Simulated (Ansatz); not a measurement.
# TiCl4: the cost of one run

Method: DFT PBE+D3(BJ), scalar-relativistic, plane waves, PAW, and further levels as typed in the inputs, in Ansatz 0.2.0.

### Step 1. The system as given

Symmetry: P-43m, No. 215, cubic system. Conventional cell: a = 13.000 Å, b = 13.000 Å, c = 13.000 Å, α = 90.00°, β = 90.00°, γ = 90.00°. Ti (site symmetry -43m) is surrounded by 4 Cl at 2.17 Å. Cl (site symmetry 3m) has 1 Ti at 2.17 Å as nearest neighbours.

Structure file:

```
Ti Cl
1.0
    13.00000    0.00000    0.00000
     0.00000   13.00000    0.00000
     0.00000    0.00000   13.00000
Ti Cl
1 4
Direct
  0.50000 0.50000 0.50000
  0.59637 0.59637 0.59637
  0.59637 0.40363 0.40363
  0.40363 0.59637 0.40363
  0.40363 0.40363 0.59637
```

### Step 2. Relaxing the atoms: TiCl4 in a box, no spin

Input file input.yaml:

```yaml
crystal:
  lattice:
    - [13.0, 0.0, 0.0]
    - [0.0, 13.0, 0.0]
    - [0.0, 0.0, 13.0]
  atoms:
    - { symbol: Ti, position: [0.5, 0.5, 0.5] }
    - { symbol: Cl, position: [0.59637308, 0.59637308, 0.59637308] }
    - { symbol: Cl, position: [0.59637308, 0.40362692, 0.40362692] }
    - { symbol: Cl, position: [0.40362692, 0.59637308, 0.40362692] }
    - { symbol: Cl, position: [0.40362692, 0.40362692, 0.59637308] }
scf:
  occupations: { method: gaussian, width: 0.03 }
output:
  forces: true
  stress: false
  eigenvalues: true
  write_density: true
  write_potential: true
  elf: true
  volumetric_format: npy
hamiltonian:
  xc: pbe
  dispersion: d3bj
kpoints:
  mp_grid: { grid: [1, 1, 1] }
relax:
  f_tol: 0.01
```

On the command line:

```
ansatz run input.yaml --threads 8 --pin off --max-ram 24576MiB --backend cpu --events-out ev --progress --plain --runs-dir out
```

What time and memory should one allow on 8 threads of Intel Xeon Platinum 8488C (Sapphire Rapids), shared host?

About 4.7 s, with a peak of 1.3 GiB.
